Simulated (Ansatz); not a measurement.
TaRe and its elements, a formation energy from the elements

Program: Ansatz 0.2.0, Python API.

At the Python prompt:
```pycon
>>> from collections import Counter
>>> import ansatz as az
>>> import numpy as np
>>> PHASES = {
...     "TaRe": (
...         [(1.596333, -2.289316, 0.0), (1.596333, 2.289316, 0.0), (0.0, 0.0, 4.444093)],
...         [
...             ("Ta", (0.5, 0.5, 0.5)),
...             ("Re", (0.0, 0.0, 0.0)),
...         ],
...     ),
...     "Ta": (
...         [(-1.65128, 1.65128, 1.65128), (1.65128, -1.65128, 1.65128), (1.65128, 1.65128, -1.65128)],
...         [
...             ("Ta", (0.0, 0.0, 0.0)),
...         ],
...     ),
...     "Re": (
...         [(2.7608, 0.0, 0.0), (-1.3804, 2.390923, 0.0), (0.0, 0.0, 4.4582)],
...         [
...             ("Re", (1 / 3, 2 / 3, 0.25)),
...             ("Re", (2 / 3, 1 / 3, 0.75)),
...         ],
...     ),
... }
>>> def build(vectors, sites):
...     crystal = az.Crystal(lattice=az.Lattice.of(vectors))
...     for symbol, position in sites:
...         crystal = crystal.atom(symbol, position)
...     return crystal
...
>>> def compute(name, crystal):
...     calc = crystal.calculation()
...     calc = calc.scf(lower_state_search="standard", algorithm="direct_min").functional("pbesol")
...     calc = calc.basis(500)
...     calc = calc.kpoints(spacing=0.3).occupations("gaussian", width=0.1)
...     calc = calc.stress()
...     calc = calc.relax(force_tolerance=0.01, max_steps=40, fix_cell=["shape"])
...     return calc.run(threads=1, pin="off")
...
>>> def counts(outcome):
...     return Counter(site.symbol for site in outcome.lattice.sites)
...
>>> def formation_energy(outcome, mu):
...     n = counts(outcome)
...     return (outcome.report["energy_sigma0_ev"] - sum(k * mu[element] for element, k in n.items())) / sum(n.values())
...
>>> def volume_per_atom(outcome):
...     return abs(np.linalg.det(outcome.lattice.cell_ang)) / len(outcome.lattice.sites)
...
>>> phases = {name: build(*cell) for name, cell in PHASES.items()}
>>> done = {}
>>> for name, crystal in phases.items():
...     done[name] = compute(name, crystal)
...     print(f"{name}: {done[name].report['energy_sigma0_ev']:.4f} eV, {len(done[name].lattice.sites)} atoms")
...
--- The result so far, ahead of a search for a lower minimum behind the relaxation; the run's own can be another ---
--- Relaxed structure (4 steps of the walk, 3 accepted, 1 SCFs on fresh bases) ---
  F+E_penalty+E_count = -20544.14717419 eV   max|allowed force component| = 4.733e-30 eV/Å   (the final SCF, on the basis selected at the relaxed cell)
to start a new deck from the relaxed geometry:
  # the rows under cell: are crystal.lattice (Å); those under atoms: are crystal.atoms (fractional)
  # these rows hold no starting moments: give each atom its spin and spin_axis again (relax.cell in the manual, under Limitations, says where they stand)
  # drop crystal.checkpoint, crystal.saddle_side [...]
  # these rows already include their effect, but for a slab's crystal.periodic that crystal.checkpoint laid: type that, and under magnetization.per_species the moments by species that it laid
  # where hamiltonian.xc.exx.coeff was left to the run, type the fraction that it took
  # where crystal.lattice changes, lay crystal.conventional_axes and each constraint's lattice_plane and lattice_line anew on its vectors; on these sites an outside_sphere can name other atoms (type this run's as sites)
  # the words of relax.cell.fix then name these vectors, unless crystal.conventional_axes gives the axes of a cell which the run reduced
  # or, where this run's checkpoint.write kept a state, name that directory under crystal.checkpoint in the place of these rows (where a search for an adjacent minimum keeps one, it gives that one: for these rows its steps/00-relax/state), with the other keys dropped all the same: its cell and atoms come with the starting moments that the new deck's spin treatment reads
  # drop the old deck's checkpoint.read (its saved state can only seed a run with the same cell) and give checkpoint.write a new directory
  cell:  # Å, volume = 31.8439 Å³
    - [1.5858117874314066, -2.2742274312159916, 0.0]
    - [1.5858117874314066, 2.2742274312159916, 0.0]
    - [0.0, 0.0, 4.41480259058818]
  atoms:
    - { symbol: Ta, position: [0.5, 0.5, 0.49999999999999994] }
    - { symbol: Re, position: [0.0, 0.0, 0.0] }
TaRe: -20544.1458 eV, 2 atoms
--- The result so far, ahead of a search for a lower minimum behind the relaxation; the run's own can be another ---
--- Relaxed structure (4 steps of the walk, 3 accepted, 1 SCFs on fresh bases) ---
  F+E_penalty+E_count = -9806.48548201 eV   max|allowed force component| = 0.000e0 eV/Å   (the final SCF, on the basis selected at the relaxed cell)
to start a new deck from the relaxed geometry:
  # the rows under cell: are crystal.lattice (Å); those under atoms: are crystal.atoms (fractional)
  # these rows hold no starting moments: give each atom its spin and spin_axis again (relax.cell in the manual, under Limitations, says where they stand)
  # drop crystal.checkpoint, crystal.saddle_side [...]
  # these rows already include their effect, but for a slab's crystal.periodic that crystal.checkpoint laid: type that, and under magnetization.per_species the moments by species that it laid
  # where hamiltonian.xc.exx.coeff was left to the run, type the fraction that it took
  # where crystal.lattice changes, lay crystal.conventional_axes and each constraint's lattice_plane and lattice_line anew on its vectors; on these sites an outside_sphere can name other atoms (type this run's as sites)
  # the words of relax.cell.fix then name these vectors, unless crystal.conventional_axes gives the axes of a cell which the run reduced
  # or, where this run's checkpoint.write kept a state, name that directory under crystal.checkpoint in the place of these rows (where a search for an adjacent minimum keeps one, it gives that one: for these rows its steps/00-relax/state), with the other keys dropped all the same: its cell and atoms come with the starting moments that the new deck's spin treatment reads
  # drop the old deck's checkpoint.read (its saved state can only seed a run with the same cell) and give checkpoint.write a new directory
  cell:  # Å, volume = 17.6222 Å³
    - [-1.639330978821393, 1.639330978821393, 1.639330978821393]
    - [1.639330978821393, -1.639330978821393, 1.639330978821393]
    - [1.639330978821393, 1.639330978821393, -1.639330978821393]
  atoms:
    - { symbol: Ta, position: [0.0, 0.0, 0.0] }
Ta: -9806.4796 eV, 1 atoms
--- The result so far, ahead of a search for a lower minimum behind the relaxation; the run's own can be another ---
--- Relaxed structure (4 steps of the walk, 3 accepted, 1 SCFs on fresh bases) ---
  F+E_penalty+E_count = -21474.49901931 eV   max|allowed force component| = 6.014e-17 eV/Å   (the final SCF, on the basis selected at the relaxed cell)
to start a new deck from the relaxed geometry:
  # the rows under cell: are crystal.lattice (Å); those under atoms: are crystal.atoms (fractional)
  # these rows hold no starting moments: give each atom its spin and spin_axis again (relax.cell in the manual, under Limitations, says where they stand)
  # drop crystal.checkpoint, crystal.saddle_side [...]
  # these rows already include their effect, but for a slab's crystal.periodic that crystal.checkpoint laid: type that, and under magnetization.per_species the moments by species that it laid
  # where hamiltonian.xc.exx.coeff was left to the run, type the fraction that it took
  # where crystal.lattice changes, lay crystal.conventional_axes and each constraint's lattice_plane and lattice_line anew on its vectors; on these sites an outside_sphere can name other atoms (type this run's as sites)
  # the words of relax.cell.fix then name these vectors, unless crystal.conventional_axes gives the axes of a cell which the run reduced
  # or, where this run's checkpoint.write kept a state, name that directory under crystal.checkpoint in the place of these rows (where a search for an adjacent minimum keeps one, it gives that one: for these rows its steps/00-relax/state), with the other keys dropped all the same: its cell and atoms come with the starting moments that the new deck's spin treatment reads
  # drop the old deck's checkpoint.read (its saved state can only seed a run with the same cell) and give checkpoint.write a new directory
  cell:  # Å, volume = 29.1107 Å³
    - [2.7508417418000084, 2.5717220062419286e-19, 0.0]
    - [-1.3754208709000042, 2.382298830189441, 0.0]
    - [0.0, 0.0, 4.442119127062874]
  atoms:
    - { symbol: Re, position: [0.3333333333333333, 0.6666666666666666, 0.24999999999999997] }
    - { symbol: Re, position: [0.6666666666666665, 0.3333333333333333, 0.7499999999999999] }
Re: -21474.4922 eV, 2 atoms
>>> # chemical potentials of the elements at zero temperature
>>> references = {"Ta": "Ta", "Re": "Re"}
>>> mu = {element: done[name].report["energy_sigma0_ev"] / len(done[name].lattice.sites) for element, name in references.items()}
>>> target = done["TaRe"]
>>> heat = formation_energy(target, mu)
>>> for element, value in mu.items():
...     print(f"mu({element}) = {value:.4f} eV from {references[element]}, {volume_per_atom(done[references[element]]):.2f} A^3/atom")
...
mu(Ta) = -9806.4796 eV from Ta, 17.62 A^3/atom
mu(Re) = -10737.2461 eV from Re, 14.56 A^3/atom
>>> print(f"formation energy of TaRe: {heat:.4f} eV/atom = {96.4853 * heat:.1f} kJ/mol of atoms")
formation energy of TaRe: -0.2101 eV/atom = -20.3 kJ/mol of atoms
```

The formation energy is -0.210 eV an atom (-20.3 kJ per mole of atoms), so TaRe lies below the reference phases.

Notes:
- These settings explore the input space; cutoff and mesh may be short of convergence.
- No spin polarisation was allowed.
- Atoms and volume are relaxed with the cell's shape held, which in cells of lower than cubic symmetry can hide stresses and shift volumes.
- Spin-orbit coupling, which matters for elements this heavy, is left out.
- The cells come from databases of deposited and of computed structures, and not all need be stable phases.
- The compound is the structure given, not necessarily its lowest; energies are at zero temperature, with no correction for gases. A semilocal functional's error on such energies is often 0.05 to 0.1 eV an atom, and 0.1 to 0.3 eV against gases such as O2 or F2.
- Run time: 58 s on 1 thread of Arm Neoverse V2, with other jobs on the host, peak memory 0.49 GiB.

(Lines on the test bed's own set-up are left out of the output.)
